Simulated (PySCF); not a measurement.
# Al2Cl7: the cost of one run

Program: PySCF 2.14.0. Level of theory: relaxation, b3lyp, def2-tzvpd, and further levels as typed in the inputs. These are calculated values, not measurements.

## 1. The system as given

Bond lengths: Cl1–Al2 2.283 Å, Cl1–Al3 2.283 Å, Al2–Cl4 2.100 Å, Al2–Cl5 2.100 Å, Al2–Cl6 2.100 Å, Al3–Cl7 2.100 Å, Al3–Cl8 2.100 Å, Al3–Cl9 2.100 Å. Angles: Cl1–Al2–Cl4 119.4°, Cl1–Al2–Cl5 119.4°, Cl1–Al2–Cl6 124.5°, Cl4–Al2–Cl5 118.1°, Cl4–Al2–Cl6 81.3°, Cl5–Al2–Cl6 81.3°, Al2–Cl1–Al3 122.4°, Cl1–Al3–Cl7 119.4°, Cl1–Al3–Cl8 119.4°, Cl1–Al3–Cl9 124.5°, Cl7–Al3–Cl8 118.1°, Cl7–Al3–Cl9 81.3°, Cl8–Al3–Cl9 81.3°.

Coordinates:

```xyz
9

Cl    0.0000    0.0000    0.0000
Al    2.0000    0.0000    1.1000
Al   -2.0000    0.0000    1.1000
Cl    3.0593    1.8008    1.3119
Cl    3.0593   -1.8008    1.3119
Cl    2.2090    0.0000    3.1896
Cl   -3.0593    1.8008    1.3119
Cl   -3.0593   -1.8008    1.3119
Cl   -2.2090    0.0000    3.1896
```

## 2. Relaxation: Al2Cl7, charge -1

Contents of run.py:

```python
from pyscf import gto, dft
from pyscf.geomopt.geometric_solver import optimize
mol = gto.M(atom="mol.xyz", basis="def2-tzvpd", charge=-1, verbose=4)
mf = dft.RKS(mol, xc="b3lyp").density_fit().run(conv_tol=1e-9)
m = optimize(mf, maxsteps=60)
print("optimised structure (A):")
for k in range(m.natm): print(m.atom_symbol(k), *(f"{x:.8f}" for x in m.atom_coords(unit="A")[k]))
```

Started as:

```bash
$ python run.py
```

**Question.** How long does this run take on 4 threads of Arm Neoverse N1, shared host?

About 89 min.
